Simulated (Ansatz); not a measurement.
**CH₅FGeO: small, medium and large basis sets**

One table from this session's results is given with a row withheld; the runs are named, their logs left out.

Method: one geometry, several basis sets; program: Ansatz 0.2.0, Gaussian basis.

Plan: PBE0-D4/def2-SVP; ωB97M-V/def2-SVP; PBE0-D4/def2-QZVPP; ωB97M-V/def2-QZVPP; the functionals' def2-TZVPP values are taken from earlier runs.

**The relaxed structure**

All runs share one geometry, relaxed beforehand with PBE0-D4 in a triple-zeta def2 set.

9 atoms, charge 0, spin multiplicity 1.

Atoms are counted from 1 here; the program's logs count them from 0.

Bond lengths: C1–Ge2 1.923 Å, C1–H5 1.090 Å, C1–H6 1.091 Å, C1–H7 1.090 Å, Ge2–O3 1.766 Å, Ge2–F4 1.745 Å, Ge2–H8 1.538 Å, O3–H9 0.960 Å. Angles: Ge2–C1–H5 108.9°, Ge2–C1–H6 110.1°, Ge2–C1–H7 110.2°, H5–C1–H6 109.1°, H5–C1–H7 109.3°, H6–C1–H7 109.2°, C1–Ge2–O3 107.0°, C1–Ge2–F4 108.4°, C1–Ge2–H8 118.4°, O3–Ge2–F4 106.8°, O3–Ge2–H8 111.2°, F4–Ge2–H8 104.4°, Ge2–O3–H9 113.6°.

Set-up of the first run:

Input file in.yaml:

```yaml
crystal:
  periodic: [false, false, false]
  atoms:
    - {symbol: C, position_ang: [-0.669024, 0.976880, -0.584176]}
    - {symbol: Ge, position_ang: [0.088345, -0.643686, 0.121534]}
    - {symbol: O, position_ang: [1.270042, -0.170654, 1.345472]}
    - {symbol: F, position_ang: [0.974361, -1.438602, -1.153827]}
    - {symbol: H, position_ang: [0.138916, 1.624948, -0.924649]}
    - {symbol: H, position_ang: [-1.237932, 1.493478, 0.189691]}
    - {symbol: H, position_ang: [-1.327083, 0.751272, -1.423489]}
    - {symbol: H, position_ang: [-0.865545, -1.725143, 0.656808]}
    - {symbol: H, position_ang: [1.716522, -0.914693, 1.755536]}
basis:
  gaussian: {orbitals: def2-SVP}
hamiltonian: {xc: pbe0, dispersion: d4}
output: {orbitals: {seedname: orbitals}}
```

Command:

```sh
ansatz run in.yaml --threads 4 --pin off --events-out ev --progress --plain --max-ram 10444MiB
```

Steps of the session up to this table: PBE0-D4 in def2-SVP; ωB97M-V in def2-SVP; PBE0-D4 in def2-QZVPP; ωB97M-V in def2-QZVPP.

One of the session's tables, all rows but one given; the rest of the session is left out.

It belongs to the step «Density functionals: the series». 

```
functional       basis  HOMO (eV)  LUMO (eV)
   PBE0-D4    def2-SVP          ?          ?
   PBE0-D4  def2-TZVPP      -8.93       0.64
   PBE0-D4  def2-QZVPP      -8.97       0.33
   ωB97M-V    def2-SVP     -11.07       2.96
   ωB97M-V  def2-TZVPP     -11.24       2.25
   ωB97M-V  def2-QZVPP     -11.29       1.70
```

Estimate the missing values for PBE0-D4, def2-SVP.

As computed: HOMO (eV): -8.76; LUMO (eV): 1.15. In the column «HOMO (eV)» it is the highest.
